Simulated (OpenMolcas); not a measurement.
# Re²⁺ among point charges: CASSCF levels and susceptibility

How does a field of 2 point charges split the states of Re²⁺, and what χT follows?

Method: state-averaged CASSCF, spin-orbit coupling by RASSI with atomic mean-field integrals. Code: OpenMolcas 26.06.

1 further run of the same task is left out (it didn't finish).

## (1) The system

| Quantity | Value |
| --- | --- |
| Species | Re²⁺ (rhenium, Z = 75, 73 electrons) |
| Basis | ANO-RCC-VDZP [7s6p4d2f1g], 68 functions |
| Scalar Hamiltonian | DKH2, point nucleus |
| Inactive shells | 1s 2s 2p 3s 3p 3d 4s 4p 4d 4f 5s 5p |
| Active space | 5 electrons in 5 orbitals (5d) |
| Some configurations of this space | 5d5 |
| Orbitals | optimised for each spin and parity, averaged over all roots |

Outer shells as boxes (Hund's rule):

5d5
```
5d [↑ ][↑ ][↑ ][↑ ][↑ ]
```

The ion sits among 2 point charges of -2 e arranged as a linear pair (D∞h), 2.03 Å from the ion. The active orbitals were held to one l.

Each step is its own input file, run in one work folder so that later steps find the files of earlier ones. Labels, J, g values, rates, χT and fits are worked out afterwards by a script from the matrices that RASSI stores. The input lists half of the charges; inversion (Group=XYZ) makes the rest.

## (2) GATEWAY and SEWARD: basis and integrals

Input file a.inp:

```
&GATEWAY
Coord
1

Re 0.0 0.0 0.0
Basis=ANO-RCC-VDZP
Group=XYZ
NoMove
AngMom=0.0 0.0 0.0
AMFI
XField
1 Angstrom 0
0.000000 0.000000 2.030000 -2.000000
&SEWARD
```

Launch:

```sh
$ OMP_NUM_THREADS=1 MOLCAS_MEM=1689 MOLCAS_PROJECT=a pymolcas a.inp > a.log
```

## (3) CASSCF: sextets of even parity, 1 root

Input file a.inp:

```
&RASSCF
FileOrb=start.orb
Symmetry=1
Spin=6
nActEl=5 0 0
Inactive=15 19
Ras2=5 0
CIRoot=1 1 1
SDav=1
CIMx=300
Iter=120 100
PrWF=0.3
OrbListing=Nothing
MaxOrb=0
SupSym
1
20 4 5 6 7 8 10 11 12 13 14 16 17 18 19 20 23 24 25 26 27
0
>>> COPY $Project.JobIph JOB001
```

start.orb holds the contracted functions of the basis, ordered by shell, or the orbitals of the step before.

## (4) CASSCF: quartets of even parity, 24 roots

Input file a.inp:

```
&RASSCF
FileOrb=start.orb
Symmetry=1
Spin=4
nActEl=5 0 0
Inactive=15 19
Ras2=5 0
CIRoot=24 24 1
SDav=24
CIMx=300
Iter=120 100
PrWF=0.3
OrbListing=Nothing
MaxOrb=0
SupSym
1
20 4 5 6 7 8 10 11 12 13 14 16 17 18 19 20 23 24 25 26 27
0
>>> COPY $Project.JobIph JOB002
```

## (5) CASSCF: doublets of even parity, 75 roots

Input file a.inp:

```
&RASSCF
FileOrb=start.orb
Symmetry=1
Spin=2
nActEl=5 0 0
Inactive=15 19
Ras2=5 0
CIRoot=75 75 1
SDav=75
CIMx=300
Iter=120 100
PrWF=0.3
OrbListing=Nothing
MaxOrb=0
SupSym
1
20 4 5 6 7 8 10 11 12 13 14 16 17 18 19 20 23 24 25 26 27
0
>>> COPY $Project.JobIph JOB003
```

## (6) State interaction with spin-orbit coupling

Input file a.inp:

```
&RASSI
NrOfJobIphs=3 1 24 75
1
1 2 3 4 5 6 7 8 9 10 11 12 13 14 15 16 17 18 19 20 21 22 23 24
1 2 3 4 5 6 7 8 9 10 11 12 13 14 15 16 17 18 19 20 21 22 23 24 25 26 27
28 29 30 31 32 33 34 35 36 37 38 39 40 41 42 43 44 45 46 47 48 49 50 51
52 53 54 55 56 57 58 59 60 61 62 63 64 65 66 67 68 69 70 71 72 73 74 75
IphNames
JOB001
JOB002
JOB003
EJob
SpinOrbit
DIPRint=1.0
SOCoupling=1000.0
Subsets=2
Property=9
'ANGMOM' 1 'ANGMOM' 2 'ANGMOM' 3 'MLTPL  1' 1 'MLTPL  1' 2 'MLTPL  1' 3
'AMFI' 1 'AMFI' 2 'AMFI' 3
SOProperty=3
'ANGMOM' 1 'ANGMOM' 2 'ANGMOM' 3
```

Before running it: what results should come out? Wanted: spin-free ground state; first state of the same spin within the active space; lowest level; next level.

**Answer**, as computed:

```
                                            quantity                               value
                                              method                              CASSCF
                              spin-free ground state  4Delta, 2-fold in its orbital part
first state of the same spin within the active space                   4Pi at 13800 cm⁻¹
                                        lowest level        2-fold, g = 0.00, 0.00, 6.24
                                          next level                          276.8 cm⁻¹
                                         χT at 300 K                      2.08 cm³ K/mol
                           effective moment at 300 K                             4.08 μB
```

What this shows: The spin-free ground state (4Delta) comes to 42 % from free-ion F terms and has less than the highest spin computed. χT at 300 K is 2.08, against 1.88 cm³ K/mol for the spin alone, so orbital moment adds to it. The field of point charges can differ much from that of real complexes. With metal d orbitals alone active, the gaps between spin states are rough; where two lie within a few thousand cm-1, their order is open. This is an electrostatic model: the charges have no orbitals.
